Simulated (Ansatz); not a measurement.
# In28Ga4P32: the cost of one run

Method: density functional theory in Ansatz 0.2.0, PAW datasets, plane waves.

## Step 1: The system as built

64 atoms (28 In, 4 Ga, 32 P); a = 11.651 Å, b = 11.651 Å, c = 11.651 Å, α = 90.00°, β = 90.00°, γ = 90.00°. All atoms were shaken off their sites by about 0.02 Å along each axis.

Plan of the steps: (2) PBEsol cell relaxation at the single k point (¼, ¼, ¼), on 1 × NVIDIA H100 80GB HBM3 with 4 threads of AMD EPYC 7R13; (3) r²SCAN single point at the single k point (¼, ¼, ¼), on 1 × NVIDIA H100 80GB HBM3 with 4 threads of AMD EPYC 7R13.

## Step 2: PBEsol relaxation of the cell and the positions

in.yaml

```yaml
crystal:
  lattice:
    - [11.650535, 0.000000, 0.000000]
    - [0.000000, 11.650535, 0.000000]
    - [0.000000, 0.000000, 11.650535]
  atoms:
    - { symbol: In, position: [0.997232, 0.001886, 0.999802] }
    - { symbol: In, position: [0.996901, 0.499310, 0.000639] }
    - { symbol: In, position: [0.500305, 0.000632, 0.000255] }
    - { symbol: In, position: [0.503497, 0.999164, 0.497472] }
    - { symbol: In, position: [0.499064, 0.501193, 0.001719] }
    - { symbol: In, position: [0.500747, 0.500034, 0.498658] }
    - { symbol: In, position: [0.251048, 0.248539, 0.999487] }
    - { symbol: In, position: [0.252508, 0.249221, 0.498391] }
    - { symbol: In, position: [0.249118, 0.747098, 0.001077] }
    - { symbol: In, position: [0.253099, 0.750384, 0.501935] }
    - { symbol: In, position: [0.749145, 0.251093, 0.000877] }
    - { symbol: In, position: [0.750862, 0.250371, 0.501576] }
    - { symbol: In, position: [0.747394, 0.751669, 0.999199] }
    - { symbol: In, position: [0.753857, 0.748574, 0.497538] }
    - { symbol: In, position: [0.251291, 0.999189, 0.252180] }
    - { symbol: In, position: [0.252290, 0.003081, 0.749205] }
    - { symbol: In, position: [0.251673, 0.502316, 0.250558] }
    - { symbol: In, position: [0.251323, 0.500714, 0.750155] }
    - { symbol: In, position: [0.748173, 0.998362, 0.251221] }
    - { symbol: In, position: [0.751539, 0.997131, 0.750291] }
    - { symbol: In, position: [0.750063, 0.503085, 0.250174] }
    - { symbol: In, position: [0.752300, 0.501238, 0.750383] }
    - { symbol: In, position: [0.998627, 0.250147, 0.249324] }
    - { symbol: In, position: [0.000792, 0.749957, 0.248772] }
    - { symbol: In, position: [0.001577, 0.751354, 0.748012] }
    - { symbol: In, position: [0.503614, 0.249437, 0.748199] }
    - { symbol: In, position: [0.499505, 0.747772, 0.251938] }
    - { symbol: In, position: [0.498474, 0.749895, 0.749682] }
    - { symbol: Ga, position: [0.999622, 0.001685, 0.501566] }
    - { symbol: Ga, position: [0.998601, 0.498985, 0.498359] }
    - { symbol: Ga, position: [0.002408, 0.251291, 0.749782] }
    - { symbol: Ga, position: [0.499586, 0.248926, 0.248309] }
    - { symbol: P, position: [0.126011, 0.127353, 0.125947] }
    - { symbol: P, position: [0.124105, 0.125898, 0.629175] }
    - { symbol: P, position: [0.122694, 0.624172, 0.124482] }
    - { symbol: P, position: [0.123216, 0.623682, 0.625968] }
    - { symbol: P, position: [0.627537, 0.123712, 0.126575] }
    - { symbol: P, position: [0.628757, 0.121694, 0.624526] }
    - { symbol: P, position: [0.623879, 0.624801, 0.125066] }
    - { symbol: P, position: [0.626060, 0.624916, 0.623689] }
    - { symbol: P, position: [0.373995, 0.374618, 0.126152] }
    - { symbol: P, position: [0.374954, 0.376659, 0.624617] }
    - { symbol: P, position: [0.372938, 0.873809, 0.126554] }
    - { symbol: P, position: [0.375729, 0.875104, 0.626889] }
    - { symbol: P, position: [0.876458, 0.371808, 0.123771] }
    - { symbol: P, position: [0.873983, 0.373403, 0.626494] }
    - { symbol: P, position: [0.875319, 0.876011, 0.123595] }
    - { symbol: P, position: [0.875453, 0.875050, 0.623735] }
    - { symbol: P, position: [0.375600, 0.122430, 0.376164] }
    - { symbol: P, position: [0.375553, 0.125470, 0.874325] }
    - { symbol: P, position: [0.372485, 0.621081, 0.372028] }
    - { symbol: P, position: [0.375003, 0.625793, 0.875700] }
    - { symbol: P, position: [0.876728, 0.127530, 0.373452] }
    - { symbol: P, position: [0.875946, 0.126110, 0.877589] }
    - { symbol: P, position: [0.875421, 0.626901, 0.376393] }
    - { symbol: P, position: [0.873204, 0.625550, 0.875770] }
    - { symbol: P, position: [0.126238, 0.375398, 0.372655] }
    - { symbol: P, position: [0.126008, 0.376609, 0.876440] }
    - { symbol: P, position: [0.125745, 0.877075, 0.379339] }
    - { symbol: P, position: [0.126767, 0.873523, 0.876797] }
    - { symbol: P, position: [0.624600, 0.376096, 0.375401] }
    - { symbol: P, position: [0.625720, 0.375738, 0.880301] }
    - { symbol: P, position: [0.622092, 0.873535, 0.376464] }
    - { symbol: P, position: [0.624647, 0.873952, 0.879489] }
  symmetry: { detect: false }
kpoints:
  mp_grid: { grid: [1, 1, 1], shift: [0.25, 0.25, 0.25] }
hamiltonian:
  xc: pbesol
scf:
  occupations: { method: fermi_dirac, width: 0.01 }
relax:
  f_tol: 0.03
  max_steps: 80
  escape_saddle: false
  adjacent_minimum: "off"
  cell: { fix: [shape] }
output:
  forces: true
  eigenvalues: true
  populations: true
```

The run is started by

```console
ansatz run in.yaml --threads 4 --pin off --max-ram 42750MiB --runs-dir r --events-out ev --progress --plain --backend cuda --devices 0, --max-vram 37GiB
```

Q: Estimate wall time and peak memory on 1 × NVIDIA H100 80GB HBM3 with 4 threads of AMD EPYC 7R13, shared host.

About 13 s, with a peak of 1.6 GiB on the host.
